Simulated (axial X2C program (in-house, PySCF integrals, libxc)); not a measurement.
# BrTi: from the state search to constants

Aim: find the lowest determinant of BrTi, scan the bond at several levels and fit the constants, once spin-free and once with spin–orbit coupling.

Method: all-electron X2C, Br dyall-cv3z, Ti dyall-cv3z; program: an in-house X2C program for linear molecules on PySCF integrals.

All values are calculated.

## 1. Input

Contents of task.json:

```json
{"zs": [35, 22], "q": 0, "bas": ["dyall-cv3z", "dyall-cv3z"], "levels": ["PBE0", "HF", "M06"], "cc": true, "r0": 2.5, "thr": -1.0, "nmax": 90, "npts": 10, "nst": 2, "ntry": 6}
```

Keys: zs atomic numbers; q charge; bas basis sets; levels methods (HF also brings MP2); cc coupled cluster on or off; r0 starting distance in Å; thr threshold in hartree for freezing inner shells (an s shell follows its p shell); nmax most natural virtual spinors; npts points asked for on the curve; nst determinants followed; ntry starts of the search.

Command:

```console
$ python so2c.py task.json out
```

Spin-free means the one-electron spin-free X2C Hamiltonian; two-component (2c) means X2C with spin–orbit coupling and atomic mean-field two-electron Coulomb and Gaunt terms. Basis: Br dyall-cv3z contracted to [8s9p6d4f1g], Ti dyall-cv3z contracted to [10s10p6d4f2g]; Gaussian nuclei, density fitting. Masses: Br 78.918 u, Ti 47.948 u.

Notation: σ, π±, δ± give the projection m of an orbital's angular momentum (0, ±1, ±2), α and β its spin, Λ and M_S the sums; ω is the projection of a spinor's total angular momentum and Ω the sum. Logs are in hartree.

The results follow Hamiltonian by Hamiltonian and level by level.

## 2. State search with PBE0

PBE0 moves the distance from 2.500 Å to 2.403 Å and compares determinants there.

Spin-free determinants:

| ΔE (eV) | state | open shells |
| --- | --- | --- |
| 0.00 | M_S = 3/2, Λ = 3 | beyond closed shells: σα, π+α, δ+α |
| 0.05 | M_S = 3/2, Λ = 0 | beyond closed shells: σα, δ+α, δ-α |
| 0.13 | M_S = 3/2, Λ = 1 | beyond closed shells: σα, π-α, δ+α |
| 0.28 | M_S = 3/2, Λ = 0 | beyond closed shells: σα, π+α, π-α |
| 0.34 | M_S = 3/2, Λ = 2 | beyond closed shells: 2 × σα, δ+α |
| 0.47 | M_S = 1/2, Λ = 2 | beyond closed shells: δ+α |
| 0.61 | M_S = 1/2, Λ = 3 | beyond closed shells: σβ, π+α, δ+α |

Two-component determinants:

```csv
ΔE (eV),state,open shells
0.00,Ω = 3/2,excess of +ω over −ω: ω = 3/2
0.06,Ω = 9/2,"excess of +ω over −ω: ω = 1/2, ω = 3/2, ω = 5/2"
0.07,Ω = 3/2,"excess of +ω over −ω: ω = 1/2, ω = -3/2, ω = 5/2"
0.16,Ω = 5/2,excess of +ω over −ω: ω = 5/2
0.16,Ω = 1/2,excess of +ω over −ω: ω = 1/2
0.36,Ω = 1/2,"excess of +ω over −ω: 2 × ω = -1/2, ω = 3/2"
0.39,Ω = 7/2,"excess of +ω over −ω: 2 × ω = 1/2, ω = 5/2"
```

## 3. PBE0, spin-free

State followed: M_S = 3/2, Λ = 3 (beyond closed shells: σα, π+α, δ+α). The scan is laid around 2.403 Å, a first estimate of the minimum, and this SCF restarts from the orbitals of the search.

Output at 2.403 Å:

```text
spin-free X2C-1e  PBE0
basis functions 218  fitting functions 1229  grid points 5802
iter        total energy     max residual
   1      -3459.686757522     1.26e-05
   2      -3459.686757522     1.51e-05
converged
one-electron -5134.07731470  Coulomb 1639.78965434  exact exchange -33.15335713  xc functional -101.81147137  nuclear repulsion 169.56573134
```

Along the bond, energies from the lowest point:

| R (Å) | E (eV) | μ (D) | HOMO (eV) | LUMO (eV) | iterations |
| --- | --- | --- | --- | --- | --- |
| 2.091 | 0.7813 | 2.71 | -4.75 | -1.72 | 13 |
| 2.187 | 0.3234 | 3.08 | -5.02 | -1.85 | 12 |
| 2.259 | 0.1283 | 3.39 | -5.14 | -1.97 | 12 |
| 2.331 | 0.0280 | 3.71 | -5.20 | -2.09 | 12 |
| 2.403 | 0.0000 | 4.04 | -5.27 | -2.21 | 2 |
| 2.487 | 0.0354 | 4.46 | -5.36 | -2.35 | 12 |
| 2.571 | 0.1239 | 4.88 | -5.45 | -2.49 | 12 |
| 2.679 | 0.2900 | 5.45 | -5.56 | -2.66 | 12 |
| 2.812 | 0.5411 | 6.17 | -5.70 | -2.85 | 13 |
| 3.004 | 0.9460 | 7.22 | -5.89 | -3.09 | 14 |

Dipoles are positive if Ti is the positive end.

Outer orbitals at the reference distance:

```
symmetry  occupied  ε (eV)             atomic character
      σβ       yes  -20.92   75% Br s, 8% Ti p, 8% Ti d
      σα       yes  -20.90   75% Br s, 8% Ti p, 8% Ti d
      σα       yes   -8.88   78% Br p, 9% Ti d, 8% Ti s
      σβ       yes   -8.74   81% Br p, 7% Ti d, 6% Ti s
     π+α       yes   -8.14  70% Br p, 21% Ti d, 4% Ti f
     π-α       yes   -7.92  79% Br p, 11% Ti d, 4% Ti f
     π+β       yes   -7.89   81% Br p, 8% Ti d, 5% Ti f
     π-β       yes   -7.89   81% Br p, 8% Ti d, 5% Ti f
     δ+α       yes   -5.98                    100% Ti d
     π+α       yes   -5.57  80% Ti d, 12% Br p, 5% Ti p
      σα       yes   -5.27  66% Ti s, 24% Ti d, 8% Ti p
     π-α        no   -2.21  80% Ti d, 14% Ti p, 3% Br p
     δ-α        no   -2.08                    100% Ti d
      σα        no   -2.07  54% Ti d, 32% Ti p, 7% Ti s
      σβ        no   -1.98  79% Ti s, 10% Ti p, 8% Ti d
```

PBE0 fields in the half plane through the axis: z from -2.4 to 4.8 Å across, distance from the axis 0.15 to 2.25 Å upwards; Br lies at z = 0 and Ti at z = 2.403 Å; the ELF is damped to zero where the density is low.

log10 density (e/bohr³). Ten even steps from '0' (-4.70 ) to '9' (1.44 ):
```
0011122222222222232222211
0112223333333333333332221
0122334444433333333333221
1123344455444444444433222
1233445555554445554443322
1234456666655556665443322
2234556777665567776543322
2234566898665577987543322
```

ELF. Ten even steps from '0' (0.00 ) to '9' (0.85 ):
```
0000001121100124678875310
0000123444311124678887520
0001356776532123467888641
0013578998763111345677642
0024789999984112333344432
0136899757995126764111221
0147995242596169898200011
0147992828286183939300000
```

Re = 2.400 Å, ωe = 310 cm⁻¹, ωexe = 0.891 cm⁻¹, Be = 0.09809 cm⁻¹, De = 4.09 eV, μ = 4.03 D.

## 4. HF, spin-free

The SCF at the reference distance of 2.403 Å:

```text
spin-free X2C-1e  HF
basis functions 218  fitting functions 1229  grid points 5802
iter        total energy     max residual
   1      -3457.335357537     1.68e-01
   2      -3457.367584804     1.99e-02
   3      -3457.371839671     1.07e-02
   4      -3457.373418025     8.62e-03
   5      -3457.375049527     7.00e-03
   6      -3457.376441841     4.91e-03
   7      -3457.377376851     2.13e-03
   8      -3457.377580091     7.48e-04
   9      -3457.377609168     1.15e-04
  10      -3457.377610134     6.23e-05
  11      -3457.377610231     3.07e-05
  12      -3457.377610252     9.55e-06
  13      -3457.377610254     2.38e-06
converged
one-electron -5133.10292302  Coulomb 1638.88881576  exact exchange -132.72923433  xc functional 0.00000000  nuclear repulsion 169.56573134
```

Re = 2.523 Å, ωe = 284.1 cm⁻¹, ωexe = 0.786 cm⁻¹, Be = 0.08881 cm⁻¹, De = 3.46 eV, μ = 3.97 D.

## 5. M06, spin-free

The SCF at the reference distance of 2.403 Å:

```text
spin-free X2C-1e  M06
basis functions 218  fitting functions 1229  grid points 5802
iter        total energy     max residual
   1      -3460.125393288     1.03e-01
   2      -3460.129468659     5.65e-03
   3      -3460.129222552     8.97e-03
   4      -3460.129709118     1.48e-03
   5      -3460.129738456     5.95e-04
   6      -3460.129746110     4.44e-04
   7      -3460.129755995     2.11e-04
   8      -3460.129760094     8.43e-05
   9      -3460.129761174     4.56e-05
  10      -3460.129761325     6.90e-06
  11      -3460.129761332     2.56e-06
  12      -3460.129761332     6.11e-07
converged
one-electron -5134.44607519  Coulomb 1640.18418845  exact exchange -35.81250581  xc functional -99.62110012  nuclear repulsion 169.56573134
```

Re = 2.396 Å, ωe = 318 cm⁻¹, ωexe = 0.92 cm⁻¹, Be = 0.09843 cm⁻¹, De = 3.91 eV, μ = 4.51 D.

## 6. Correlated methods, spin-free

Correlated methods: 11 electrons correlated (frozen shells, counted by type: Br 3 s, 2 p, 1 d; Ti 3 s, 2 p), 295 virtual spinors in MP2, 90 natural virtuals in coupled cluster.

Output of the correlated part at 2.403 Å:

```text
correlated 11  virtual 295  natural virtual 90  E(MP2) -0.202383883  MP2 remainder -0.006760361
iter   CCSD correlation   residual
   1     -0.209147356   8.75e-02
   2     -0.214204130   3.74e-02
   3     -0.215479061   2.02e-02
   4     -0.215794190   1.25e-02
   5     -0.216005800   6.96e-03
   6     -0.216092699   3.92e-03
   7     -0.216104427   1.69e-03
   8     -0.216111286   6.27e-04
   9     -0.216108315   2.85e-04
  10     -0.216110336   1.53e-04
  11     -0.216109900   7.82e-05
  12     -0.216110133   3.76e-05
  13     -0.216110094   1.59e-05
  14     -0.216110224   7.40e-06
  15     -0.216110300   3.30e-06
  16     -0.216110335   1.61e-06
  17     -0.216110354   8.64e-07
(T) -0.008672201  T1 0.0380  D1 0.1066  max T2 0.040
```

T1 in the output is the amplitude norm over the root of the electron number; divide by √2 for the Lee–Taylor value.

MP2: Re = 2.470 Å, ωe = 293.6 cm⁻¹, Be = 0.09263 cm⁻¹, De = 3.97 eV.

CCSD: Re = 2.462 Å, ωe = 296.2 cm⁻¹, ωexe = 0.794 cm⁻¹, Be = 0.09321 cm⁻¹, De = 3.62 eV. T1 at Re = 0.025 (Lee–Taylor, the printed value over √2).

CCSD(T): Re = 2.458 Å, ωe = 296.7 cm⁻¹, ωexe = 0.795 cm⁻¹, Be = 0.09355 cm⁻¹, De = 3.69 eV. T1 at Re = 0.025 (Lee–Taylor, the printed value over √2).

## 7. A higher determinant, spin-free

State: M_S = 3/2, Λ = 0 (beyond closed shells: σα, δ+α, δ-α).

Output at the reference distance:

```text
spin-free X2C-1e  PBE0
basis functions 218  fitting functions 1229  grid points 5802
iter        total energy     max residual
   1      -3459.685048055     1.64e-06
   2      -3459.685048055     1.75e-06
converged
one-electron -5134.52534848  Coulomb 1640.27388759  exact exchange -33.15611172  xc functional -101.84320678  nuclear repulsion 169.56573134
```

| R (Å) | E above the lowest PBE0 point (eV) |
| --- | --- |
| 2.091 | 0.732 |
| 2.187 | 0.309 |
| 2.259 | 0.137 |
| 2.331 | 0.057 |
| 2.403 | 0.047 |
| 2.487 | 0.099 |
| 2.571 | 0.202 |
| 2.679 | 0.381 |
| 2.812 | 0.641 |

Re = 2.379 Å, ωe = 316 cm⁻¹, ωexe = 0.966 cm⁻¹, Be = 0.09989 cm⁻¹, μ = 4.64 D. Te = 0.04 eV.

## 8. The spin-free curves together

Energy (eV) of the followed determinant, spin-free, from each level's lowest point:

| R (Å) | PBE0 | HF | MP2 | CCSD | CCSD(T) | M06 |
| --- | --- | --- | --- | --- | --- | --- |
| 2.091 | 0.781 | 1.470 | 1.126 | n/a | n/a | 0.794 |
| 2.187 | 0.323 | 0.773 | 0.549 | 0.524 | 0.504 | 0.325 |
| 2.259 | 0.128 | 0.429 | 0.276 | 0.258 | 0.244 | 0.126 |
| 2.331 | 0.028 | 0.203 | 0.108 | 0.096 | 0.088 | 0.026 |
| 2.403 | 0.000 | 0.068 | 0.022 | 0.016 | 0.012 | 0.000 |
| 2.487 | 0.035 | 0.000 | 0.000 | 0.000 | 0.000 | 0.040 |
| 2.571 | 0.124 | 0.004 | 0.041 | 0.047 | 0.050 | 0.136 |
| 2.679 | 0.290 | 0.084 | 0.160 | 0.172 | 0.177 | 0.312 |
| 2.812 | 0.541 | 0.257 | 0.368 | n/a | n/a | 0.575 |
| 3.004 | 0.946 | 0.587 | 0.736 | n/a | n/a | 0.995 |

## 9. PBE0, 2c

State followed: Ω = 3/2 (excess of +ω over −ω: ω = 3/2). The scan is laid around 2.403 Å, a first estimate of the minimum, and this SCF restarts from the orbitals of the search.

Output at 2.403 Å:

```text
two-component X2C + atomic mean field  PBE0
basis functions 218  fitting functions 1229  grid points 5802
iter        total energy     max residual
   1      -3458.596791034     5.86e-05
   2      -3458.596791115     4.24e-05
   3      -3458.596791140     3.61e-05
   4      -3458.596791188     1.53e-05
   5      -3458.596791197     3.42e-06
   6      -3458.596791197     1.90e-06
converged
one-electron -5131.26707910  Coulomb 1639.20518901  exact exchange -33.14110333  xc functional -101.77433949  nuclear repulsion 169.56573134  atomic mean-field constant -1.18518962
```

Along the bond, energies from the lowest point:

| R (Å) | E (eV) | μ (D) | HOMO (eV) | LUMO (eV) | iterations |
| --- | --- | --- | --- | --- | --- |
| 2.091 | 0.7833 | 2.70 | -4.77 | -1.72 | 14 |
| 2.187 | 0.3244 | 3.07 | -5.03 | -1.84 | 12 |
| 2.259 | 0.1288 | 3.37 | -5.13 | -1.95 | 12 |
| 2.331 | 0.0282 | 3.69 | -5.19 | -2.07 | 12 |
| 2.403 | 0.0000 | 4.02 | -5.26 | -2.20 | 6 |
| 2.487 | 0.0353 | 4.43 | -5.35 | -2.34 | 12 |
| 2.571 | 0.1236 | 4.85 | -5.44 | -2.47 | 12 |
| 2.679 | 0.2896 | 5.42 | -5.55 | -2.64 | 12 |
| 2.812 | 0.5405 | 6.13 | -5.69 | -2.83 | 13 |
| 3.004 | 0.9450 | 7.18 | -5.88 | -3.07 | 14 |

Dipoles are positive if Ti is the positive end.

Outer spinors at the reference distance:

```
   ω  occupied  ε (eV)             atomic character     λ mixture
 1/2       yes  -20.93   75% Br s, 8% Ti p, 8% Ti d        100% σ
-1/2       yes  -20.91   75% Br s, 8% Ti p, 8% Ti d        100% σ
-1/2       yes   -8.93   79% Br p, 9% Ti d, 7% Ti s   95% σ, 5% π
 1/2       yes   -8.81   81% Br p, 8% Ti d, 5% Ti s  89% σ, 11% π
 1/2       yes   -8.20  72% Br p, 19% Ti d, 4% Ti f  89% π, 11% σ
-1/2       yes   -8.00   81% Br p, 8% Ti d, 5% Ti f   95% π, 5% σ
-3/2       yes   -7.77  78% Br p, 11% Ti d, 4% Ti f        100% π
 3/2       yes   -7.75   80% Br p, 9% Ti d, 5% Ti f        100% π
 3/2       yes   -5.98                    100% Ti d        100% δ
 1/2       yes   -5.59  81% Ti d, 11% Br p, 5% Ti p        100% π
-1/2       yes   -5.26  66% Ti s, 24% Ti d, 8% Ti p        100% σ
-3/2        no   -2.20  80% Ti d, 15% Ti p, 3% Br p        100% π
-1/2        no   -2.06  54% Ti d, 32% Ti p, 7% Ti s        100% σ
-5/2        no   -2.06                    100% Ti d        100% δ
 1/2        no   -1.98  79% Ti s, 10% Ti p, 8% Ti d        100% σ
```

PBE0 fields in the half plane through the axis: z from -2.4 to 4.8 Å across, distance from the axis 0.15 to 2.25 Å upwards; Br lies at z = 0 and Ti at z = 2.403 Å; the ELF is damped to zero where the density is low.

log10 density (e/bohr³). Ten even steps from '0' (-4.70 ) to '9' (1.44 ):
```
0011122222222222232222211
0112223333333333333332221
0122334444433333333333221
1123344455444444444433222
1233445555554445554443322
1234456666655556665443322
2234556777665567776543322
2234566898665577987543322
```

ELF. Ten even steps from ' ' (0.00 ) to '@' (0.85 ):
```
            ....::....    ..::==++##%%%%##++--..  
        ..::--======--......::==**##%%%%%%##++::  
      ..--++**####**++--::..::--==**##%%%%%%**==..
    ..--++##%%@@@@%%##**--......--==++**####**==::
    ::==##%%@@@@@@@@@@%%==....::--------======--::
  ..--**%%@@@@##++##@@@@++..::**##**==......::::..
  ..==##@@@@++::==::++@@**..**@@%%@@%%::      ....
  ..==##@@@@::%%::%%::%%**..%%--@@--@@--          
```

Re = 2.401 Å, ωe = 310 cm⁻¹, ωexe = 0.893 cm⁻¹, Be = 0.09807 cm⁻¹, De = 4.02 eV, μ = 4.01 D.

## 10. HF, 2c

The SCF at the reference distance of 2.403 Å:

```text
two-component X2C + atomic mean field  HF
basis functions 218  fitting functions 1229  grid points 5802
iter        total energy     max residual
   1      -3456.245761702     1.67e-01
   2      -3456.278138180     2.01e-02
   3      -3456.282425502     1.06e-02
   4      -3456.284006154     8.58e-03
   5      -3456.285632002     6.96e-03
   6      -3456.287004538     4.90e-03
   7      -3456.287933158     2.14e-03
   8      -3456.288138827     7.41e-04
   9      -3456.288167446     1.16e-04
  10      -3456.288168468     7.30e-05
  11      -3456.288168607     6.72e-05
  12      -3456.288168677     5.98e-05
  13      -3456.288168719     5.27e-05
  14      -3456.288168770     4.19e-05
  15      -3456.288168839     1.87e-05
  16      -3456.288168856     4.96e-06
  17      -3456.288168857     4.44e-06
  18      -3456.288168857     3.69e-06
  19      -3456.288168857     2.94e-06
converged
one-electron -5130.29025300  Coulomb 1638.30203576  exact exchange -132.68049335  xc functional 0.00000000  nuclear repulsion 169.56573134  atomic mean-field constant -1.18518962
```

Re = 2.523 Å, ωe = 284.0 cm⁻¹, ωexe = 0.787 cm⁻¹, Be = 0.08878 cm⁻¹, De = 3.32 eV, μ = 3.96 D.

## 11. M06, 2c

Output at 2.403 Å:

```text
two-component X2C + atomic mean field  M06
basis functions 218  fitting functions 1229  grid points 5802
iter        total energy     max residual
   1      -3459.035726129     1.03e-01
   2      -3459.039807056     5.63e-03
   3      -3459.039557406     8.99e-03
   4      -3459.040048437     1.48e-03
   5      -3459.040078172     5.97e-04
   6      -3459.040085940     4.44e-04
   7      -3459.040095973     2.10e-04
   8      -3459.040100116     8.47e-05
   9      -3459.040101227     4.59e-05
  10      -3459.040101390     7.04e-06
  11      -3459.040101397     2.71e-06
  12      -3459.040101398     2.16e-06
converged
one-electron -5131.63543697  Coulomb 1639.59940544  exact exchange -35.79930794  xc functional -99.58530366  nuclear repulsion 169.56573134  atomic mean-field constant -1.18518962
```

No constants are quoted: the points don't follow one smooth fit.

## 12. Correlated methods, 2c

Correlated methods: 11 electrons correlated (frozen shells, counted by type: Br 3 s, 2 p, 1 d; Ti 3 s, 2 p), 295 virtual spinors in MP2, 90 natural virtuals in coupled cluster.

Output of the correlated part at 2.403 Å:

```text
correlated 11  virtual 295  natural virtual 90  E(MP2) -0.202348289  MP2 remainder -0.006763823
iter   CCSD correlation   residual
   1     -0.209107126   8.76e-02
   2     -0.214164633   3.75e-02
   3     -0.215447268   2.02e-02
   4     -0.215763341   1.25e-02
   5     -0.215974440   6.95e-03
   6     -0.216060573   3.92e-03
   7     -0.216072336   1.70e-03
   8     -0.216079285   6.35e-04
   9     -0.216076310   2.89e-04
  10     -0.216078388   1.55e-04
  11     -0.216077954   7.92e-05
  12     -0.216078194   3.82e-05
  13     -0.216078153   1.65e-05
  14     -0.216078286   7.79e-06
  15     -0.216078363   3.54e-06
  16     -0.216078398   1.73e-06
  17     -0.216078417   9.32e-07
(T) -0.008675168  T1 0.0380  D1 0.1064  max T2 0.040
```

MP2: Re = 2.470 Å, ωe = 293.7 cm⁻¹, Be = 0.09261 cm⁻¹, De = 3.85 eV.

CCSD: Re = 2.463 Å, ωe = 295.4 cm⁻¹, ωexe = 0.728 cm⁻¹, Be = 0.0932 cm⁻¹, De = 3.50 eV. T1 at Re = 0.025 (Lee–Taylor, the printed value over √2).

CCSD(T): Re = 2.458 Å, ωe = 295.8 cm⁻¹, ωexe = 0.73 cm⁻¹, Be = 0.09355 cm⁻¹, De = 3.56 eV. T1 at Re = 0.025 (Lee–Taylor, the printed value over √2).

## 13. A higher determinant, 2c

State: Ω = 9/2 (excess of +ω over −ω: ω = 1/2, ω = 3/2, ω = 5/2).

Output at the reference distance:

```text
two-component X2C + atomic mean field  PBE0
basis functions 218  fitting functions 1229  grid points 5802
iter        total energy     max residual
   1      -3458.594746371     6.46e-05
   2      -3458.594746437     4.41e-05
   3      -3458.594746465     3.10e-05
   4      -3458.594746490     4.78e-06
   5      -3458.594746491     1.93e-06
converged
one-electron -5131.24953036  Coulomb 1639.18898623  exact exchange -33.14108414  xc functional -101.77365995  nuclear repulsion 169.56573134  atomic mean-field constant -1.18518962
```

| R (Å) | E above the lowest PBE0 point (eV) |
| --- | --- |
| 2.091 | 0.841 |
| 2.187 | 0.382 |
| 2.259 | 0.186 |
| 2.331 | 0.085 |
| 2.403 | 0.056 |
| 2.487 | 0.090 |
| 2.571 | 0.177 |
| 2.679 | 0.342 |
| 2.812 | 0.591 |

Re = 2.402 Å, ωe = 310 cm⁻¹, ωexe = 0.89 cm⁻¹, Be = 0.09798 cm⁻¹, μ = 4.05 D. Te = 0.06 eV.

## 14. The 2c curves together

Energy (eV) of the followed determinant, 2c, from each level's lowest point:

| R (Å) | PBE0 | HF | MP2 | CCSD | CCSD(T) | M06 |
| --- | --- | --- | --- | --- | --- | --- |
| 2.091 | 0.783 | 1.473 | 1.129 | n/a | n/a | 0.587 |
| 2.187 | 0.324 | 0.775 | 0.551 | 0.525 | 0.505 | 0.207 |
| 2.259 | 0.129 | 0.430 | 0.277 | 0.258 | 0.244 | 0.059 |
| 2.331 | 0.028 | 0.203 | 0.109 | 0.096 | 0.088 | 0.000 |
| 2.403 | 0.000 | 0.068 | 0.022 | 0.016 | 0.012 | 0.059 |
| 2.487 | 0.035 | 0.000 | 0.000 | 0.000 | 0.000 | 0.099 |
| 2.571 | 0.124 | 0.004 | 0.041 | 0.047 | 0.050 | 0.194 |
| 2.679 | 0.290 | 0.083 | 0.159 | 0.171 | 0.177 | 0.370 |
| 2.812 | 0.540 | 0.256 | 0.368 | n/a | n/a | 0.634 |
| 3.004 | 0.945 | 0.585 | 0.735 | n/a | n/a | 1.053 |

The whole job took 3.8 min on 1 thread of Arm Neoverse V1, shared host.

## 15. Constants

Lowest determinant that the search found at its distance, spin-free: M_S = 3/2, Λ = 3 (beyond closed shells: σα, π+α, δ+α).

Lowest determinant that the search found at its distance, 2c: Ω = 3/2 (excess of +ω over −ω: ω = 3/2).

```csv
Hamiltonian,level,Re (Å),ωe (cm⁻¹),De (eV),μ (D)
spin-free,PBE0,2.400,310,4.09,4.03
spin-free,HF,2.523,284.1,3.46,3.97
spin-free,MP2,2.470,293.6,3.97,n/a
spin-free,CCSD,2.462,296.2,3.62,n/a
spin-free,CCSD(T),2.458,296.7,3.69,n/a
spin-free,M06,2.396,318,3.91,4.51
2c,PBE0,2.401,310,4.02,4.01
2c,HF,2.523,284.0,3.32,3.96
2c,MP2,2.470,293.7,3.85,n/a
2c,CCSD,2.463,295.4,3.50,n/a
2c,CCSD(T),2.458,295.8,3.56,n/a
```

Dipoles are positive if Ti is the positive end. No constants: 2c M06 (the points don't follow one smooth fit).

Time per point (s) on 1 thread of Arm Neoverse V1, shared host (2c runs; CCSD comes with the CCSD(T) run); the times are rough: PBE0 0.94, HF 0.87, MP2 1.2, CCSD(T) 6.1.

At CCSD(T), going from spin-free to two-component changes Re by 0 mÅ, ωe by -0.3 %; the spin-free picture holds up (part of it comes from the scalar share of the two-electron terms). De moves by -0.12 eV; both De rest on single-determinant atoms, which can miss part of an open shell's spin–orbit lowering.

De refers to Br + Ti, each in the lowest determinant found, which need not be this curve's own limit. Each curve is one determinant whose occupation by symmetry is held fixed; it was picked as the lowest of a PBE0 search that is not exhaustive. Dissociation energies refer to the lowest single-determinant-based atoms at the same level and basis. Density functionals use the spin component along the axis (collinear). CCSD and (T) use frozen natural virtuals with an MP2 correction for the truncation. The meta-GGAs lack a current-density term, which matters for open shells with orbital currents, atoms included. With several unpaired electrons one determinant need not be a pure state. With the outer-core shells frozen, correlated bond lengths of heavy atoms tend to come out a few hundredths of an ångström too long. T1 at Re is 0.025 (Lee–Taylor), above the customary mark of 0.02.
